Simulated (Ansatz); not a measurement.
# CF3NSi: a ladder of functionals and wavefunction methods

How much do the methods differ for CF3NSi? The plan is to run it at one geometry with functionals of several rungs and with coupled cluster. The yardstick is the atomisation energy at the CCSD(T) limit.

The runs use Ansatz 0.2.0, Gaussian basis; functionals in def2-TZVPP, the program's frozen cores in correlated methods.

Levels to be run: LDA (SPW92), PBE-D4, revPBE-D4, BLYP-D4, r2SCAN-D4, B97M-V, PBE0-D4, B3LYP-D4, r2SCANh-D4, r2SCAN0-D4, HSE06-D4, BHLYP-D4, CAM-B3LYP-D4, LC-ωPBE, ωB97X-V, ωB97M-V, B2PLYP, PBE-QIDH; CCSD(T)/def2-SVP; CCSD(T)/def2-TZVPP; MP2/def2-QZVPP; extrapolation to the limit; RPA on PBE.

### 1 Structure used throughout

An earlier PBE0-D4 in a triple-zeta def2 set relaxation fixed the geometry.

SMILES `N#C[Si](F)(F)F`, 6 atoms, charge 0, spin multiplicity 1.

Atoms are counted from 1 here; the program's logs count them from 0.

Bond lengths: N1–C2 1.150 Å, C2–Si3 1.822 Å, Si3–F4 1.562 Å, Si3–F5 1.562 Å, Si3–F6 1.562 Å. Angles: N1–C2–Si3 180.0°, C2–Si3–F4 109.2°, C2–Si3–F5 109.2°, C2–Si3–F6 109.2°, F4–Si3–F5 109.7°, F4–Si3–F6 109.7°, F5–Si3–F6 109.7°.

As a file:

```xyz
6
charge 0, multiplicity 1
N     2.14700   -0.71424    0.90294
C     1.13419   -0.38128    0.47196
Si   -0.47032    0.14624   -0.21079
F    -1.31145   -1.11658   -0.58121
F    -0.22596    1.01042   -1.48863
F    -1.23147    0.99135    0.85964
```

### 2 LDA

This LDA is Slater exchange with PW92 correlation.

The input, in.yaml:

```yaml
crystal:
  periodic: [false, false, false]
  atoms:
    - {symbol: N, position_ang: [2.147004, -0.714242, 0.902940]}
    - {symbol: C, position_ang: [1.134189, -0.381283, 0.471960]}
    - {symbol: Si, position_ang: [-0.470318, 0.146237, -0.210794]}
    - {symbol: F, position_ang: [-1.311448, -1.116582, -0.581208]}
    - {symbol: F, position_ang: [-0.225961, 1.010417, -1.488633]}
    - {symbol: F, position_ang: [-1.231465, 0.991354, 0.859635]}
basis:
  gaussian: {orbitals: def2-TZVPP}
hamiltonian: {xc: lda}
output: {orbitals: {seedname: orbitals}}
```

The run is started by

```bash
$ ansatz run in.yaml --threads 4 --pin off --events-out ev --progress --plain --max-ram 10444MiB
```

After this run come: PBE-D4 (GGA); revPBE-D4 (GGA); BLYP-D4 (GGA); r2SCAN-D4 (meta-GGA); B97M-V (meta-GGA); B3LYP-D4 (hybrid); r2SCANh-D4 (hybrid); r2SCAN0-D4 (hybrid); HSE06-D4 (hybrid); BHLYP-D4 (hybrid); CAM-B3LYP-D4 (range-separated); LC-ωPBE (range-separated); ωB97X-V (range-separated); ωB97M-V (range-separated); B2PLYP (double hybrid); PBE-QIDH (double hybrid); CCSD(T) in def2-SVP; CCSD(T) in def2-TZVPP; MP2 in def2-QZVPP; RPA on PBE orbitals.

Before running them: what should the planned runs give, taken together? Wanted: atomisation energy, CCSD(T)/CBS; farthest beyond LDA; mean size of error, GGA; mean size of error, meta-GGA; mean size of error, hybrid; mean size of error, range-separated; mean size of error, double hybrid; gap, smallest and largest; T1 diagnostic.

As calculated:

```
                               quantity                                      value
        atomisation energy, CCSD(T)/CBS                                  30.969 eV
    functionals within 0.155 eV (0.5 %)             BLYP-D4, CAM-B3LYP-D4, ωB97M-V
                    farthest beyond LDA                       BHLYP-D4 (-1.959 eV)
                mean size of error, GGA                                   0.404 eV
           mean size of error, meta-GGA                                   0.199 eV
             mean size of error, hybrid                                   0.883 eV
    mean size of error, range-separated                                   0.140 eV
      mean size of error, double hybrid                                   0.430 eV
              gap, smallest and largest  6.84 eV (LDA (SPW92)), 15.01 eV (LC-ωPBE)
                          T1 diagnostic                                     0.0128
triples share of the correlation energy                                      3.5 %
```

The LDA atomisation energy is off by 4.814 eV (16 %): it overbinds. PBE-D4 is off by +0.741 eV. Double hybrids carry the basis error of their MP2 part in triple zeta, and no dispersion term here, so their miss is partly the set-up's. Taken by rung, range-separated functionals do best (0.140 eV on average) and hybrid ones worst beyond LDA (0.883 eV). The gap between the best rungs is small, so their order is not settled. The mean of the hybrids holds BHLYP, with half exact exchange. RPA and LDA stand outside this count. Misses under about 0.155 eV are within the doubt on the reference itself, which lacks core-valence correlation, relativity and higher excitations. Hartree-Fock recovers 70 % of the binding; the rest is correlation. CCSD(T) in def2-SVP is off by -2.769 eV, more than most functionals: a good method in a small basis is no reference. Orbital gaps span 6.8 to 15.0 eV; exact exchange widens them.
